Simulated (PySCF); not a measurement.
# C₆H₁₁F: geometry, NMR shifts, spin-spin couplings, electronic excitations and core binding energies

What NMR shifts, spin-spin couplings, electronic excitations and core binding energies should C₆H₁₁F (`FC1CCCCC1`) show?

The runs use PySCF 2.14.0, with density-fitted response routines of our own; the level of theory stands in each step. All values are computed, except where a source is named. Atoms are numbered from 0 throughout.

## Step 1: Starting geometry

18 atoms, charge 0, multiplicity 1; geometry from: GFN2-xTB.

Bonds of the start (Å): F0–C1 1.39, C1–C2 1.53, C2–C3 1.53, C3–C4 1.53, C4–C5 1.53, C5–C6 1.53, C6–C1 1.53, C1–H7 1.10, C2–H8 1.09, C2–H9 1.09, C3–H10 1.09, C3–H11 1.09, C4–H12 1.09, C4–H13 1.09, C5–H14 1.09, C5–H15 1.09, C6–H16 1.09, C6–H17 1.09.

## Step 2: Optimising the geometry at PBE0-D3(BJ)/def2-SVP

What the job is given:

```
{"job": {"xc": "PBE0", "basis": "def2-SVP", "d3": "d3bj", "grid": 1, "kind": "geom"}, "charge": 0, "multiplicity": 1}
F      1.839139    -0.276799     1.200405
C      1.451294    -0.064594    -0.113590
C      0.577580    -1.228286    -0.570282
C     -0.743707    -1.250526     0.194153
C     -1.476955     0.077661     0.036224
C     -0.605309     1.218575     0.551272
C      0.717411     1.268966    -0.209335
H      2.387632    -0.034103    -0.688204
H      1.117026    -2.164146    -0.412909
H      0.391246    -1.113343    -1.639644
H     -0.538529    -1.425766     1.251988
H     -1.363525    -2.071168    -0.171598
H     -2.416534     0.050609     0.590987
H     -1.713638     0.243572    -1.017917
H     -1.124723     2.172309     0.442354
H     -0.398531     1.064817     1.612162
H      0.537185     1.481548    -1.264825
H      1.354177     2.056992     0.197103
```

**Question.** This job is followed by: GIAO PBE0/pcSseg-1 NMR shielding, non-relativistic, gas phase; B3LYP/pcJ-1 indirect spin-spin coupling, non-relativistic, gas phase; TDDFT B3LYP/def2-SVPD, vertical, gas phase, core orbitals frozen in the response; GIAO mPW1PW91/pcSseg-1 NMR shielding, non-relativistic, gas phase; delta-SCF UKS SCAN, pcX-2 on the ionised atom, pcseg-1 elsewhere, spin-free X2C. Predict these results of the whole session: point group; rotational constants (main isotopes); ¹³C shifts against TMS (PBE0/pcSseg-1, means over atoms taken as alike); ¹H shifts against TMS (PBE0/pcSseg-1, means over atoms taken as alike); ¹⁹F shifts against CFCl3 (PBE0/pcSseg-1); largest coupling of the table (B3LYP/pcJ-1); lowest singlet (B3LYP/def2-SVPD); brightest single state of those computed; lowest triplet; vertical ionisation energy (ΔSCF); C1s binding energies, SCAN/pcX-2; F1s binding energies, SCAN/pcX-2; range of the shift of F0.

The runs gave:

| quantity | value |
| --- | --- |
| point group | Cs |
| rotational constants (main isotopes) | 3.57, 2.66, 2.01 GHz |
| ¹³C shifts against TMS (PBE0/pcSseg-1, means over atoms taken as alike) | 88.1, 33.4, 28.1, 22.4 ppm |
| ¹H shifts against TMS (PBE0/pcSseg-1, means over atoms taken as alike) | 4.59, 1.90, 1.74, 1.59, 1.33, 1.12, 1.10 ppm |
| ¹⁹F shifts against CFCl3 (PBE0/pcSseg-1) | -210.7 ppm |
| largest coupling of the table (B3LYP/pcJ-1) | ¹J(F,C) F0–C1, -223.3 Hz |
| lowest singlet (B3LYP/def2-SVPD) | 7.77 eV (159 nm), f = 0.000 |
| brightest single state of those computed | state 6, 8.65 eV, f = 0.024 |
| lowest triplet | 7.63 eV |
| vertical ionisation energy (ΔSCF) | 10.43 eV |
| C1s binding energies, SCAN/pcX-2 | C1 292.64, C2 290.61, C3 290.46, C4 290.46 eV |
| F1s binding energies, SCAN/pcX-2 | F0 691.86 eV |
| range of the shift of F0 | -210.7 to -210.5 ppm |

In words: Relaxing lowered the energy by 0.040 eV in 3 steps; the close pair that moved most is C4–H13, from 1.093 to 1.106 Å. The most deshielded carbon is C1 (sp3 CH bonded to F), at 88.1 ppm: pulled downfield by the heteroatom. H7 (hydrogen on an sp3 CH bonded to F) lies farthest downfield among hydrogen, at 4.59 ppm; its carbon carries F, hence the downfield position. Of the pairs tabulated at B3LYP/pcJ-1, F0–C1 couples most strongly (-223.3 Hz; Fermi contact -272.3 Hz). Couplings across rotatable bonds belong to this one conformer; where others are populated, the observed values are averages. The lowest singlet, at 7.77 eV, is HOMO→LUMO 0.99 and is dark; of the 10 states computed, the strongest absorption comes from states 8 to 10 together at 8.71 eV (the last computed, so partners may be missing). The lowest triplet lies 0.15 eV below the lowest singlet (triplets in Tamm-Dancoff, singlets in full TDDFT). The orbital energy would give 8.34 eV for ionisation, ΔSCF gives 10.43 eV. The C1s levels kept as sound span 2.18 eV, from C4 (sp3 CH2 in a ring) up to C1 (sp3 CH bonded to F). Across the 2 runs the shift of F0 moves most, between -210.7 (PBE0/pcSseg-1) and -210.5 ppm (mPW1PW91/pcSseg-1).
